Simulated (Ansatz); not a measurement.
# Ge: properties at the relaxed cell

One table from this session's results is given with a row withheld; the runs are named, their logs left out.

Computed with Ansatz 0.2.0 (DFT PBEsol, scalar-relativistic, plane waves, PAW, unless a step's input says otherwise).

3 further runs of the same task are left out: 3 set aside as unsound or not needed. Runs told in other sessions of the task aren't counted.

### The system as given

Symmetry: P4_32_12, No. 96, tetragonal system. The conventional cell has a = 5.925 Å, b = 5.925 Å, c = 6.971 Å, α = 90.00°, β = 90.00°, γ = 90.00°. Ge (site symmetry 2) is surrounded by 4 Ge at 2.48 to 2.49 Å. Around Ge (site symmetry 1) lie 4 Ge at 2.48 to 2.51 Å.

Coordinates:

```xyz
12
Lattice="5.9247 0.0000 0.0000 0.0000 5.9247 0.0000 0.0000 0.0000 6.9712" Properties=species:S:1:pos:R:3 pbc="T T T"
Ge    0.5254    0.5254    0.0000
Ge    2.4369    3.4878    5.2284
Ge    5.3993    5.3993    3.4856
Ge    3.4878    2.4369    1.7428
Ge    1.0170    2.1887    1.7901
Ge    0.7736    3.9793    0.0473
Ge    4.9078    3.7360    5.2757
Ge    5.1511    1.9454    3.5329
Ge    3.9793    0.7736   -0.0473
Ge    3.7360    4.9078    1.6955
Ge    1.9454    5.1511    3.4383
Ge    2.1887    1.0170    5.1811
```

It is the result of an earlier relaxation at this level (volume 20.39 Å³/atom; gap on the mesh: 0.45 eV).

The first run:

Input file input.yaml:

```yaml
crystal:
  lattice:
    - [5.8648621056, 0.0, 0.0]
    - [0.0, 5.8648621056, 0.0]
    - [0.0, 0.0, 6.9007364568]
  atoms:
    - { symbol: Ge, position: [0.0886848373, 0.0886848373, 0.0] }
    - { symbol: Ge, position: [0.4113151627, 0.5886848373, 0.75] }
    - { symbol: Ge, position: [0.9113151627, 0.9113151627, 0.5] }
    - { symbol: Ge, position: [0.5886848373, 0.4113151627, 0.25] }
    - { symbol: Ge, position: [0.1716473509, 0.3694250639, 0.2567869259] }
    - { symbol: Ge, position: [0.1305749361, 0.6716473509, 0.0067869259] }
    - { symbol: Ge, position: [0.8283526491, 0.6305749361, 0.7567869259] }
    - { symbol: Ge, position: [0.8694250639, 0.3283526491, 0.5067869259] }
    - { symbol: Ge, position: [0.6716473509, 0.1305749361, -0.0067869259] }
    - { symbol: Ge, position: [0.6305749361, 0.8283526491, 0.2432130741] }
    - { symbol: Ge, position: [0.3283526491, 0.8694250639, 0.4932130741] }
    - { symbol: Ge, position: [0.3694250639, 0.1716473509, 0.7432130741] }
basis:
  ecutwfc: 420
kpoints:
  mp_grid: { grid: [6, 6, 6] }
hamiltonian:
  xc: pbesol
scf:
  occupations: { method: gaussian, width: 0.02 }
output:
  forces: true
  stress: true
  eigenvalues: true
relax:
  adjacent_minimum: "off"
  f_tol: 0.01
  max_steps: 30
  cell: { stress_tol: 0.1, fix: [volume] }
```

Run with:

```
$ ansatz run input.yaml --threads 4 --pin off --max-ram 10240MiB --backend cpu --events-out ev --progress --plain --runs-dir out
```

Among the steps run: Point at V/V0 = 0.97; The cell scaled to 1.03 of its volume; The cell scaled to 0.94 of its volume; The cell scaled to 1.06 of its volume.

One of the session's tables, all rows but one given; the rest of the session is left out.

It belongs to the step «Fit of the equation of state». 

| volume (Å³/atom) | energy above the lowest point (meV/atom) | pressure (GPa) | gap on the mesh (eV) |
| --- | --- | --- | --- |
| 19.168 | 15.0 | 4.20 | 0.53 |
| 19.780 | 3.5 | 1.91 | 0.52 |
| 20.392 | 0.0 | 0.02 | 0.45 |
| 21.004 | ? | ? | ? |
| 21.615 | 12.1 | -2.97 | 0.31 |

**Question.** Estimate the row for volume (Å³/atom) = 21.004.

Worked estimate for «energy above the lowest point (meV/atom)». A straight line through the neighbours (20.392, 0.0) and (21.615, 12.1) gives 0.0 + (12.1 − 0.0) × (21.004 − 20.392) / (21.615 − 20.392) = 6.1; a parabola fitted to 3 rows on both sides gives 2.9.

**Answer.** energy above the lowest point (meV/atom): 3.2; pressure (GPa): -1.62; gap on the mesh (eV): 0.38. In «energy above the lowest point (meV/atom)» the line misses by +2.9 and the parabola by -0.3.
